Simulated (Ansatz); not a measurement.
# Si₃H₈S₂: up Jacob's ladder to CCSD(T)

The task here is to estimate one member of a computed series from the others.

Program: Ansatz 0.2.0, Gaussian basis. Level of theory: functionals in def2-TZVPP, the program's frozen cores in correlated methods. These are calculated values, not measurements.

Plan: PBE-D4, r2SCAN-D4, PBE0-D4, B3LYP-D4, ωB97X-V, ωB97M-V, B2PLYP; CCSD(T)/def2-TZVPP; MP2/def2-QZVPP; extrapolation to the limit.

## The geometry

All runs share one geometry, relaxed beforehand with PBE0-D4 in a triple-zeta def2 set.

SMILES `[SiH3]S[SiH2]S[SiH3]`, 13 atoms, charge 0, spin multiplicity 1.

Atoms are counted from 1 here; the program's logs count them from 0.

Bond lengths: Si1–S2 2.145 Å, Si1–H6 1.484 Å, Si1–H7 1.483 Å, Si1–H8 1.482 Å, S2–Si3 2.131 Å, Si3–S4 2.131 Å, Si3–H9 1.482 Å, Si3–H10 1.482 Å, S4–Si5 2.145 Å, Si5–H11 1.483 Å, Si5–H12 1.482 Å, Si5–H13 1.484 Å. Angles: S2–Si1–H6 109.9°, S2–Si1–H7 105.8°, S2–Si1–H8 111.2°, H6–Si1–H7 110.3°, H6–Si1–H8 109.8°, H7–Si1–H8 109.7°, Si1–S2–Si3 97.6°, S2–Si3–S4 112.8°, S2–Si3–H9 105.1°, S2–Si3–H10 111.4°, S4–Si3–H9 111.4°, S4–Si3–H10 105.1°, H9–Si3–H10 111.2°, Si3–S4–Si5 97.6°, S4–Si5–H11 105.8°, S4–Si5–H12 111.2°, S4–Si5–H13 109.9°, H11–Si5–H12 109.7° and more.

Set-up of the first run:

Contents of in.yaml:

```yaml
crystal:
  periodic: [false, false, false]
  atoms:
    - {symbol: Si, position_ang: [-0.659234, 0.828951, -1.998016]}
    - {symbol: S, position_ang: [-1.754095, -0.234235, -0.490417]}
    - {symbol: Si, position_ang: [-0.887731, 0.714461, 1.209965]}
    - {symbol: S, position_ang: [1.242205, 0.646483, 1.196482]}
    - {symbol: Si, position_ang: [1.455436, -1.469428, 0.913871]}
    - {symbol: H, position_ang: [-0.510046, 2.252761, -1.605688]}
    - {symbol: H, position_ang: [-1.467648, 0.718902, -3.236513]}
    - {symbol: H, position_ang: [0.676322, 0.225007, -2.217850]}
    - {symbol: H, position_ang: [-1.445570, -0.005832, 2.378941]}
    - {symbol: H, position_ang: [-1.227438, 2.156295, 1.257300]}
    - {symbol: H, position_ang: [2.809047, -1.809555, 1.415381]}
    - {symbol: H, position_ang: [1.348056, -1.832193, -0.519179]}
    - {symbol: H, position_ang: [0.420706, -2.191619, 1.695724]}
basis:
  gaussian: {orbitals: def2-TZVPP}
hamiltonian: {xc: pbe, dispersion: d4}
output: {forces: true, orbitals: {seedname: orbitals}}
```

The run is started by

```bash
$ ansatz run in.yaml --threads 2 --pin off --events-out ev --progress --plain --max-ram 22528MiB --backend cuda --devices 0, --max-vram 18GiB
```

Steps of the session up to this table: PBE-D4 (GGA); r2SCAN-D4 (meta-GGA); PBE0-D4 (hybrid); B3LYP-D4 (hybrid); ωB97X-V (range-separated); ωB97M-V (range-separated); B2PLYP (double hybrid); CCSD(T) in def2-TZVPP; MP2 in def2-QZVPP.

One table of the session follows, with a row left open; its other results are not shown here.

It belongs to the step «Atomisation energies». 

```
            method  atomisation energy (kJ/mol)
            PBE-D4                       3909.9
         r2SCAN-D4                       3952.4
           PBE0-D4                       3904.8
          B3LYP-D4                       3926.7
           ωB97X-V                            ?
           ωB97M-V                       3965.2
            B2PLYP                       3860.3
     HF/def2-TZVPP                       2957.6
    MP2/def2-TZVPP                       3833.9
   CCSD/def2-TZVPP                       3782.9
CCSD(T)/def2-TZVPP                       3832.5
           MP2/CBS                       3956.6
       CCSD(T)/CBS                       3955.2
```

Q: Estimate the row for ωB97X-V from the others.

As computed: atomisation energy (kJ/mol): 3990.5. In the column «atomisation energy (kJ/mol)» it is the highest.

Limits of these values: Free atoms (3 Si, 2 S, 8 H) were run apart at each level; the atomisation energy is their sum less the molecule, without zero-point or spin-orbit terms.
